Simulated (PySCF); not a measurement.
**RhS₂: sextet, from a side-on start**

Where does sextet RhS₂ go from a side-on start, is the end point a minimum, and what are its modes, charges and moments?

The runs use PySCF 2.14.0; PBE0, basis Rh def2-SVP with ECP28, S def2-SVP, scalar-relativistic core potentials, no spin–orbit coupling, density fitting.

## Step 1: The starting structure

3 atoms, charge 0, spin multiplicity 6.

Bond lengths: Rh1–S2 2.326 Å, Rh1–S3 2.326 Å, S2–S3 2.000 Å. Angles: S2–Rh1–S3 50.9°, Rh1–S2–S3 64.5°, Rh1–S3–S2 64.5°.

Coordinates in bohr (charge 0 multiplicity 6):
```
Rh    0.0000    0.0000    0.0000
S     1.8897    0.0000    3.9677
S    -1.8897    0.0000    3.9677
```

## Step 2: Finding the electronic state

One driver script runs all steps and calls PySCF; scf.py shows how it sets up the SCF of each step. The optimiser is the driver's own. After this first run the driver tries any further starts and a stability analysis.

Contents of scf.py:

```python
from pyscf import gto, scf, dft
mol = gto.M(atom='''
Rh     0.000000     0.000000     0.000000
S      1.000000     0.000000     2.099623
S     -1.000000     0.000000     2.099623''',
    basis={'Rh': 'def2-SVP', 'S': 'def2-SVP'},
    ecp={'Rh': 'def2-SVP'},
    charge=0, spin=5)
mf = dft.UKS(mol, xc='PBE0')
mf.grids.atom_grid = (50, 194)
aux = {'Rh': 'def2-universal-JKFIT', 'S': 'def2-universal-JKFIT'}
mf = mf.density_fit(auxbasis=aux)
mf.conv_tol = 1e-08
mf.diis_space = 10
mf.max_cycle = 60
mf.init_guess = 'minao'
mf.verbose = 4
mf.kernel()
```

Started as:

```bash
OMP_NUM_THREADS=2 python axn.py task.json out
```

Standard output, cut to the lines that bear on the results:

```text
[... the frontier levels of the middle cycles are left out ...]
init E= -896.65491681384
[... the frontier-level lines of each cycle are left out ...]
cycle= 1 E= -904.191657838688  delta_E= -7.54  |g|= 1.55  |ddm|= 3.02
cycle= 2 E= -886.343814703009  delta_E= 17.8  |g|= 4.15  |ddm|= 7.51
cycle= 3 E= -905.203863395803  delta_E= -18.9  |g|= 1.42  |ddm|= 6.58
cycle= 4 E= -905.810610629959  delta_E= -0.607  |g|= 0.881  |ddm|= 0.935
cycle= 5 E= -906.228809654667  delta_E= -0.418  |g|= 0.289  |ddm|= 0.894
cycle= 6 E= -906.280549657372  delta_E= -0.0517  |g|= 0.0441  |ddm|= 0.416
cycle= 7 E= -906.282141939872  delta_E= -0.00159  |g|= 0.0671  |ddm|= 0.169
cycle= 8 E= -906.283638541537  delta_E= -0.0015  |g|= 0.0557  |ddm|= 0.0656
cycle= 9 E= -906.285539205655  delta_E= -0.0019  |g|= 0.0361  |ddm|= 0.0851
cycle= 10 E= -906.287100391742  delta_E= -0.00156  |g|= 0.0069  |ddm|= 0.118
cycle= 11 E= -906.287403482892  delta_E= -0.000303  |g|= 0.00627  |ddm|= 0.0423
cycle= 12 E= -906.287817110529  delta_E= -0.000414  |g|= 0.00629  |ddm|= 0.0584
cycle= 13 E= -906.288022481336  delta_E= -0.000205  |g|= 0.00632  |ddm|= 0.0285
cycle= 14 E= -906.287705425785  delta_E= 0.000317  |g|= 0.00628  |ddm|= 0.0446
[... 7 cycles left out ...]
cycle= 22 E= -906.283751366982  delta_E= 0.000246  |g|= 0.0309  |ddm|= 0.0394
cycle= 23 E= -906.284891330819  delta_E= -0.00114  |g|= 0.00668  |ddm|= 0.111
cycle= 24 E= -906.282583305436  delta_E= 0.00231  |g|= 0.0364  |ddm|= 0.301
cycle= 25 E= -906.284905630239  delta_E= -0.00232  |g|= 0.00757  |ddm|= 0.311
cycle= 26 E= -906.284066114357  delta_E= 0.00084  |g|= 0.00512  |ddm|= 0.146
cycle= 27 E= -906.282627046393  delta_E= 0.00144  |g|= 0.028  |ddm|= 0.403
cycle= 28 E= -906.283255423887  delta_E= -0.000628  |g|= 0.00834  |ddm|= 0.234
cycle= 29 E= -906.282903471886  delta_E= 0.000352  |g|= 0.0202  |ddm|= 0.278
cycle= 30 E= -906.283003126312  delta_E= -9.97e-05  |g|= 0.00569  |ddm|= 0.0683
cycle= 31 E= -906.283009260662  delta_E= -6.13e-06  |g|= 0.00397  |ddm|= 0.0776
cycle= 32 E= -906.283004256501  delta_E= 5e-06  |g|= 0.000344  |ddm|= 0.0395
cycle= 33 E= -906.283004298235  delta_E= -4.17e-08  |g|= 0.000186  |ddm|= 0.0003
cycle= 34 E= -906.283004278266  delta_E= 2e-08  |g|= 9.67e-05  |ddm|= 0.00247
cycle= 35 E= -906.28300428057  delta_E= -2.3e-09  |g|= 2.64e-05  |ddm|= 0.000828
Extra cycle  E= -906.283004280535  delta_E= 3.59e-11  |g|= 2.99e-05  |ddm|= 6.62e-05
converged SCF energy = -906.283004280535  <S^2> = 8.7651513  2S+1 = 6.0050483
```

This step, with its further starts and checks, needed 38 s of wall time on 2 threads of AMD EPYC (Zen 3), shared host.

Energies from each starting density:

```tsv
start	energy (Eh)
the minimal-basis guess	-906.283004
a thermally smeared density	-906.283004
a smeared PBE density	-906.283004
```

The first run landed in a state that is too high. Following the other starts and the instabilities gains 33.3 kJ/mol (-906.29569 Eh), and the work goes on from there.

## Step 3: Relaxation: side-on start, sextet

The program finds C2v symmetry in the start, which this walk keeps.

Edit scf.py of step 2 so:

```diff
@@ -3,3 +3,3 @@
-Rh     0.000000     0.000000     0.000000
-S      1.000000     0.000000     2.099623
-S     -1.000000     0.000000     2.099623''',
+Rh     0.000000     0.000000    -0.804668
+S      1.000000    -0.000000     1.294955
+S     -1.000000     0.000000     1.294955''',
@@ -16 +15,0 @@
-mf.init_guess = 'minao'
```

Energy and gradient, step by step:

```tsv
step	energy (Eh)	change (kJ/mol)	largest symmetric gradient (Eh/bohr)
0	-906.295686	0.00	0.04372
1	-906.300661	-13.06	0.02587
2	-906.304407	-22.90	0.00834
3	-906.305021	-24.51	0.00252
4	-906.305082	-24.67	0.00048
5	-906.305084	-24.68	0.00005
```

The walk took 23 s.

After 5 steps and 24.7 kJ/mol it ends at C2v: Rh–S 2.576 Å (×2), S–S 1.978 Å; Rh–S–S 67.4° (×2), S–Rh–S 45.1°.

## Step 4: Is it a minimum? Harmonic modes

The point is checked on the finer grid, and tightened if its gradient asks for it. The Hessian and the dipole derivatives come from central differences of analytic gradients, with steps of 0.02 bohr.

Edit scf.py of step 3 so:

```diff
@@ -3,3 +3,3 @@
-Rh     0.000000     0.000000    -0.804668
-S      1.000000    -0.000000     1.294955
-S     -1.000000     0.000000     1.294955''',
+Rh     0.000000    -0.000000    -0.911634
+S      0.988973    -0.000000     1.467218
+S     -0.988973     0.000000     1.467218''',
@@ -10 +10 @@
-mf.grids.atom_grid = (50, 194)
+mf.grids.atom_grid = (75, 302)
@@ -13 +13 @@
-mf.conv_tol = 1e-08
+mf.conv_tol = 1e-10
```

This SCF starts from the last density.

Log of the central SCF (cycles and frontier levels):

```text
init E= -906.305102288823
[... the frontier-level lines of each cycle are left out ...]
cycle= 1 E= -906.305102288823  delta_E= -9.09e-13  |g|= 7.52e-07  |ddm|= 3.38e-06
Extra cycle  E= -906.305102288823  delta_E=    0  |g|= 1.33e-06  |ddm|= 3.99e-06
converged SCF energy = -906.305102288823  <S^2> = 8.7603056  2S+1 = 6.0034342
```

The whole step took 81 s.

Geometry: C2v; Rh–S 2.576 Å (×2), S–S 1.978 Å; Rh–S–S 67.4° (×2), S–Rh–S 45.1°.

Harmonic modes (main isotopes):

```json
{"symmetry": "a1", "ω (cm⁻¹)": "170", "IR (km/mol)": "4.2"}
{"symmetry": "b2", "ω (cm⁻¹)": "183", "IR (km/mol)": "2.8"}
{"symmetry": "a1", "ω (cm⁻¹)": "635", "IR (km/mol)": "7.0"}
```

Every mode is real; the point is a minimum.

Properties at this point:

```yaml
Dipole_moment: 0.89 D
Highest_occupied_level: -4.99 eV
Lowest_empty_level: -4.06 eV
Rotational_constants: 0.2695, 0.07553, 0.059 cm⁻¹
Zero-point_energy: 5.9 kJ/mol
Principal_polarisabilities: 63.0, 81.0, 102.7 bohr³
Atomisation_energy_without_zero-point_energy: 471 kJ/mol
Principal_traceless_quadrupole_moments_about_the_centre_of_mass: -3.59, 0.92, 2.67 D Å
Entropy_at_298.15_K_and_1_bar_electronic_part_spin_only: 315.0 J/(mol K)
Heat_capacity_Cp_at_298.15_K: 52.9 J/(mol K)
Enthalpy_at_298.15_K_above_0_K: 13.43 kJ/mol
Rotational_symmetry_number: 2
Spin_squared_⟨S²⟩: 8.760
```

Populations by atom (charges in e):

```json
{"atom": "Rh1", "Mulliken": "0.04", "Löwdin": "-0.39", "polar tensor": "0.16", "spin (Mulliken)": "3.32", "Mayer order to Rh1": "–"}
{"atom": "S2,3", "Mulliken": "-0.02", "Löwdin": "0.19", "polar tensor": "-0.08", "spin (Mulliken)": "0.84", "Mayer order to Rh1": "0.61"}
```

Mulliken populations on Rh1 (outside its core potential): s 3.10, p 6.27, d 7.59, f 0.00.

## Step 5: Results

```
                                          quantity                                                            value
                                           minimum                                                      sextet, C2v
                                          geometry  Rh–S 2.576 Å (×2), S–S 1.978 Å; Rh–S–S 67.4° (×2), S–Rh–S 45.1°
                                wavenumbers (cm⁻¹)                                     170 (a1), 183 (b2), 635 (a1)
                                     dipole moment                                                           0.89 D
highest occupied, lowest empty level (either spin)                                                  -4.99, -4.06 eV
                        polar-tensor charge of Rh1                                                          +0.16 e
                                 zero-point energy                                                       5.9 kJ/mol
                               entropy at 298.15 K                                                  315.0 J/(mol K)
         atomisation energy (no zero-point energy)                                                       471 kJ/mol
                                              ⟨S²⟩                                                            8.760
```

The molecule stays C2v, as typed, and the end point is a minimum. The strongest infrared band lies at 635 cm⁻¹ (a1). Most of the spin sits on Rh1 (Mulliken spin 3.32, against 5 for the whole molecule). The first SCF alone would have been 33 kJ/mol too high. Only this shape and spin were tried, so other structures or states may lie lower. One determinant may miss the lowest occupation of an open d or f shell.

The search up to here took 2.4 min.
